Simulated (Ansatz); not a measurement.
# AlH6NSiTe: a ladder of functionals and wavefunction methods

One table from this session's results is given with a row withheld; the runs are named, their logs left out.

Program: Ansatz 0.2.0, Gaussian basis. Level of theory: functionals in def2-TZVPP, the program's frozen cores in correlated methods. These are calculated values, not measurements.

Levels to be run: PBE-D4, r2SCAN-D4, PBE0-D4, B3LYP-D4, ωB97X-V, ωB97M-V, B2PLYP; CCSD(T)/def2-TZVPP; MP2/def2-QZVPP; extrapolation to the limit.

**The relaxed structure**

The geometry comes from an earlier relaxation with PBE0-D4 in a triple-zeta def2 set; it is a stationary point, not always the lowest conformer. Te takes the def2 core potential; no spin-orbit term is included.

SMILES `N[SiH2][AlH][TeH]`, 10 atoms, charge 0, spin multiplicity 1.

Atoms are counted from 1 here; the program's logs count them from 0.

Bond lengths: N1–Si2 1.736 Å, N1–H5 1.008 Å, N1–H6 1.008 Å, Si2–Al3 2.469 Å, Si2–H7 1.493 Å, Si2–H8 1.491 Å, Al3–Te4 2.535 Å, Al3–H9 1.590 Å, Te4–H10 1.658 Å. Angles: Si2–N1–H5 118.6°, Si2–N1–H6 118.4°, H5–N1–H6 110.0°, N1–Si2–Al3 116.6°, N1–Si2–H7 107.0°, N1–Si2–H8 106.9°, Al3–Si2–H7 108.8°, Al3–Si2–H8 109.3°, H7–Si2–H8 107.8°, Si2–Al3–Te4 117.6°, Si2–Al3–H9 125.8°, Te4–Al3–H9 116.6°, Al3–Te4–H10 92.4°.

Coordinates:

```xyz
10
charge 0, multiplicity 1
N     0.2072    2.2732   -0.4351
Si    0.7579    0.6422   -0.6610
Al   -0.2675   -1.0808    0.7799
Te   -0.9757   -3.2556   -0.3130
H     0.4179    2.7378    0.4347
H    -0.7258    2.5102   -0.7351
H     2.2336    0.6434   -0.4352
H     0.5151    0.2975   -2.0914
H    -0.5607   -0.9382    2.3360
H    -1.5190   -3.8810    1.1231
```

Set-up of the first run:

Contents of in.yaml:

```yaml
crystal:
  periodic: [false, false, false]
  atoms:
    - {symbol: N, position_ang: [0.207234, 2.273231, -0.435143]}
    - {symbol: Si, position_ang: [0.757949, 0.642237, -0.661023]}
    - {symbol: Al, position_ang: [-0.267543, -1.080810, 0.779912]}
    - {symbol: Te, position_ang: [-0.975664, -3.255607, -0.313007]}
    - {symbol: H, position_ang: [0.417868, 2.737806, 0.434738]}
    - {symbol: H, position_ang: [-0.725824, 2.510241, -0.735089]}
    - {symbol: H, position_ang: [2.233624, 0.643412, -0.435201]}
    - {symbol: H, position_ang: [0.515142, 0.297534, -2.091432]}
    - {symbol: H, position_ang: [-0.560740, -0.938240, 2.335955]}
    - {symbol: H, position_ang: [-1.519047, -3.881001, 1.123090]}
basis:
  gaussian: {orbitals: def2-TZVPP}
hamiltonian: {xc: pbe, dispersion: d4}
output: {forces: true, orbitals: {seedname: orbitals}}
```

The run is started by

```console
$ ansatz run in.yaml --threads 4 --pin off --events-out ev --progress --plain --max-ram 10444MiB
```

Steps of the session up to this table: PBE-D4 (GGA); r2SCAN-D4 (meta-GGA); PBE0-D4 (hybrid); B3LYP-D4 (hybrid); ωB97X-V (range-separated); ωB97M-V (range-separated); B2PLYP (double hybrid); CCSD(T) in def2-TZVPP; MP2 in def2-QZVPP.

One of the session's tables, all rows but one given; the rest of the session is left out.

| method | atomisation energy (kcal/mol) |
| --- | --- |
| PBE-D4 | 678.8 |
| r2SCAN-D4 | 675.3 |
| PBE0-D4 | 670.6 |
| B3LYP-D4 | 677.1 |
| ωB97X-V | ? |
| ωB97M-V | 675.2 |
| B2PLYP | 665.8 |
| HF/def2-TZVPP | 476.6 |
| MP2/def2-TZVPP | 656.1 |
| CCSD/def2-TZVPP | 647.6 |
| CCSD(T)/def2-TZVPP | 657.5 |
| MP2/CBS | 680.6 |
| CCSD(T)/CBS | 682.0 |

**Question.** Estimate the row for ωB97X-V.

As computed: atomisation energy (kcal/mol): 682.9. In the column «atomisation energy (kcal/mol)» it is the highest.

To keep in mind: Free atoms (1 N, 1 Si, 1 Al, 1 Te, 6 H) were run apart at each level; the atomisation energy is their sum less the molecule, without zero-point or spin-orbit terms.
